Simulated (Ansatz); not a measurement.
A first try at the interaction energy of a dimer with the counterpoise correction of BH3OS, SMILES OBS, using the Ansatz DFT code, driven from Python.

`bh3os.py`:
```python
import ansatz as az

FIRST = [
    ("O", (-1.0886, -0.0893, -0.9855)),
    ("B", (0.0504, 0.1699, -0.3626)),
    ("S", (0.359, -0.3809, 1.3367)),
    ("H", (-1.7676, -0.5831, -0.5219)),
    ("H", (0.8683, 0.7709, -0.9409)),
    ("H", (1.5786, 0.1125, 1.4742)),
]
SECOND = [
    ("O", (1.8999, 4.9564, 1.9852)),
    ("B", (1.4414, 3.7317, 1.7791)),
    ("S", (0.5296, 2.8235, 3.0556)),
    ("H", (1.7431, 5.3722, 2.8351)),
    ("H", (1.6391, 3.2392, 0.7384)),
    ("H", (0.312, 1.711, 2.3737)),
]

def energy(atoms, ghosts=()):
    molecule = az.Crystal.molecule()
    for symbol, xyz in atoms:
        molecule = molecule.atom(symbol, xyz)
    calc = (
        molecule.calculation()
        .basis(gaussian="cc-pVDZ")
        .functional("hf")
        .hubbard("O", "p", u_eff=4.0)
    )
    deck = calc.input()
    if ghosts:
        deck = deck.set(az.key.basis.gaussian.ghost_atoms, [{"symbol": s, "position_ang": list(xyz)} for s, xyz in ghosts])
    return az.Session.from_dict(deck).plan().execute().report["free_energy_ev"]


def main() -> None:
    both = energy(FIRST + SECOND)
    alone = energy(FIRST) + energy(SECOND)
    ghosted = energy(FIRST, SECOND) + energy(SECOND, FIRST)
    print(f"dimer {both:.6f} eV")
    print(f"interaction, uncorrected   {23.060548 * (both - alone):8.3f} kcal/mol")
    print(f"interaction, counterpoise  {23.060548 * (both - ghosted):8.3f} kcal/mol")
    print(f"basis-set superposition    {23.060548 * (alone - ghosted):8.3f} kcal/mol")


if __name__ == "__main__":
    main()
```

```console
$ python bh3os.py
Traceback (most recent call last):
  File "bh3os.py", line 47, in <module>
    main()
    ~~~~^^
  File "bh3os.py", line 37, in main
    both = energy(FIRST + SECOND)
  File "bh3os.py", line 33, in energy
    return az.Session.from_dict(deck).plan().execute().report["free_energy_ev"]
           ~~~~~~~~~~~~~~~~~~~~^^^^^^
ansatz.RefusalError: invalid value for `basis.gaussian`: such a run doesn't read hamiltonian.hubbard; remove what it names
$ echo $?
1
```

What is wrong, and how is it mended?

The fault: a Hubbard U isn't read in a Gaussian basis. The correction:

```diff
--- before
+++ after
@@ -27,3 +27,2 @@
         .functional("hf")
-        .hubbard("O", "p", u_eff=4.0)
     )
```

The mended script runs so:

```console
$ python bh3os.py
dimer -27151.879531 eV
interaction, uncorrected      4.033 kcal/mol
interaction, counterpoise     4.765 kcal/mol
basis-set superposition       0.733 kcal/mol
```

Notes:
- Total energies depend on the basis set; only differences at equal settings carry meaning.
- The dimer is a generated trial pose of unrelaxed monomers, not a minimum, so the figure is no binding energy, and the basis set is small.
- Hartree-Fock leaves correlation out, so bond, atomisation and ionisation energies come out well too low.
- This level lacks the dispersion part of the attraction (electrostatics and induction are there), which can decide the sign where the interaction is weak.
- The whole script took 9.7 s on 1 thread of Arm Neoverse N1, with other jobs on the host, peak memory 0.29 GiB.
